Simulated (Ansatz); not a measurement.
Task: a relaxed scan of one distance of C2H2Zn, SMILES [CH]1=[CH][Zn]1, with the Python package of Ansatz (0.2.0). Give the script and its output. Use (for the species named): PBE, def2-SVP basis, multiplicity 1.

```tsv
atom	x (Å)	y (Å)	z (Å)
C	-0.5062	-0.4082	-0.1867
C	0.3611	0.5644	0.0339
Zn	0.9094	-1.1653	0.8314
H	-1.4306	-0.6461	-0.6346
H	0.7161	1.5815	-0.0855
```

`relaxed_scan_c2h2zn.py`:
```python
"""One bond of C2H2Zn held at set lengths while the rest relaxes."""

import warnings

import ansatz as az
import numpy as np

BASIS_SET = "def2-SVP"
FUNCTIONAL = "PBE"


def main() -> None:
    warnings.simplefilter("ignore", az.DeckWarning)

    geometry_ang = [
        ("C", (-0.5062, -0.4082, -0.1867)),
        ("C", (0.3611, 0.5644, 0.0339)),
        ("Zn", (0.9094, -1.1653, 0.8314)),
        ("H", (-1.4306, -0.6461, -0.6346)),
        ("H", (0.7161, 1.5815, -0.0855)),
    ]
    system = az.Crystal.molecule()
    for symbol, xyz in geometry_ang:
        system = system.atom(symbol, xyz)

    setup = (
        system.calculation()
        .basis(gaussian=BASIS_SET)
        .functional(FUNCTIONAL)
    )
    symbols = [site.symbol for site in system.cartesian_sites]
    pairs = [(0, 1), (0, 2), (0, 3), (1, 2), (1, 4)]
    print("held (A)   E (eV)        ", "  ".join(f"{symbols[i]}{i}-{symbols[j]}{j}" for i, j in pairs))
    for length in [1.82, 1.98, 2.14, 2.38, 2.68]:
        r = setup.relax(constraints=[az.DistanceConstraint((1, 2), at=length)], force_tolerance=0.02, max_steps=60).run(threads=1).report
        xyz = np.array(r["positions_ang"])
        print(f"{length:6.2f} {r['free_energy_ev']:14.5f}  ", "  ".join(f"{np.linalg.norm(xyz[i] - xyz[j]):.3f}" for i, j in pairs))


if __name__ == "__main__":
    main()
```

```console
$ python relaxed_scan_c2h2zn.py
held (A)   E (eV)         C0-C1  C0-Zn2  C0-H3  C1-Zn2  C1-H4
  1.82   -50503.85121   1.280  2.750  1.094  1.820  1.103
  1.98   -50502.58552   1.408  1.917  1.117  1.980  1.118
  2.14   -50504.45713   1.254  2.974  1.086  2.140  1.093
  2.38   -50504.60226   1.238  3.129  1.084  2.380  1.087
  2.68   -50504.71217   1.226  3.311  1.082  2.680  1.083
```

Total energies depend on the basis set; only differences at equal settings carry meaning. The energies are electronic: no zero-point or thermal terms, and the basis set is short of its limit. The script silences the warnings on its input, which a real study should read. Finished in 110 s on 1 thread of Arm Neoverse V2, with other jobs on the host, peak memory 0.2 GiB.
